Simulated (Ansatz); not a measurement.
**Ti: a tetragonal deformation path**

An exercise on one series of results from a longer session: the logs are not shown, and one member is left open.

Method: DFT PBEsol, scalar-relativistic, plane waves, PAW, in Ansatz 0.2.0.

## The starting structure

It takes space group Im-3m (No. 229, cubic). Conventional cell: a = 3.282 Å, b = 3.282 Å, c = 3.282 Å, α = 90.00°, β = 90.00°, γ = 90.00°. Ti (site symmetry m-3m) has 8 Ti at 2.84 Å as nearest neighbours.

As a file:

```cif
data_structure
_symmetry_space_group_name_H-M 'Im-3m'
_symmetry_Int_Tables_number 229
_cell_length_a 3.2820
_cell_length_b 3.2820
_cell_length_c 3.2820
_cell_angle_alpha 90.000
_cell_angle_beta 90.000
_cell_angle_gamma 90.000
_cell_volume 35.35
loop_
_atom_site_label
_atom_site_type_symbol
_atom_site_symmetry_multiplicity
_atom_site_Wyckoff_symbol
_atom_site_fract_x
_atom_site_fract_y
_atom_site_fract_z
_atom_site_occupancy
Ti1 Ti 2 a 0.00000 0.00000 0.00000 1
```

No relaxation comes first: the listed cell is the starting point.

The first run:

input.yaml reads:

```yaml
crystal:
  lattice:
    - [-1.641, 1.641, 1.641]
    - [1.641, -1.641, 1.641]
    - [1.641, 1.641, -1.641]
  atoms:
    - { symbol: Ti, position: [0.0, 0.0, 0.0] }
basis:
  ecutwfc: 420
kpoints:
  mp_grid: { grid: [22, 22, 22] }
hamiltonian:
  xc: pbesol
scf:
  occupations: { method: gaussian, width: 0.15 }
output:
  forces: true
  stress: true
  eigenvalues: true
```

Launch:

```
> ansatz run input.yaml --threads 1 --pin off --max-ram 2560MiB --backend cpu --events-out ev --progress --plain --runs-dir out
```

Among the steps run: Zero of the scan; At ρ = 0.707; Point ρ = 1.414; At ρ = 0.850; At ρ = 1.200; At ρ = 0.780; At ρ = 1.300; ρ = 0.920; At ρ = 1.100; Point ρ = 0.650; At ρ = 1.500; Point ρ = 0.960; ρ = 1.050.

One table of the session follows, with a row left open; its other results are not shown here.

Collected from the runs (energy zero: the undisturbed cell):

```
    ρ  ΔE (meV/atom)  pressure (GPa)
0.650          202.3            -5.1
0.707           88.5            -6.1
0.780           10.5            -6.6
0.850          -13.3            -6.6
0.920           -7.7            -6.6
0.960           -1.7            -6.6
1.000            0.0            -6.7
1.050           -1.9            -6.6
1.100              ?               ?
1.200          -24.4            -6.1
1.300          -42.2            -6.0
1.414          -50.6            -6.0
1.500          -46.3            -6.0
```

**Question.** Estimate the row for ρ = 1.100.

Worked estimate for «ΔE (meV/atom)». A straight line through the neighbours (1.050, -1.9) and (1.200, -24.4) gives -1.9 + (-24.4 + 1.9) × (1.100 − 1.050) / (1.200 − 1.050) = -9.4; a parabola fitted to 4 rows on both sides gives -8.9.

The run gave: ΔE (meV/atom): -7.0; pressure (GPa): -6.4. In «ΔE (meV/atom)» the line misses by -2.4 and the parabola by -1.9.
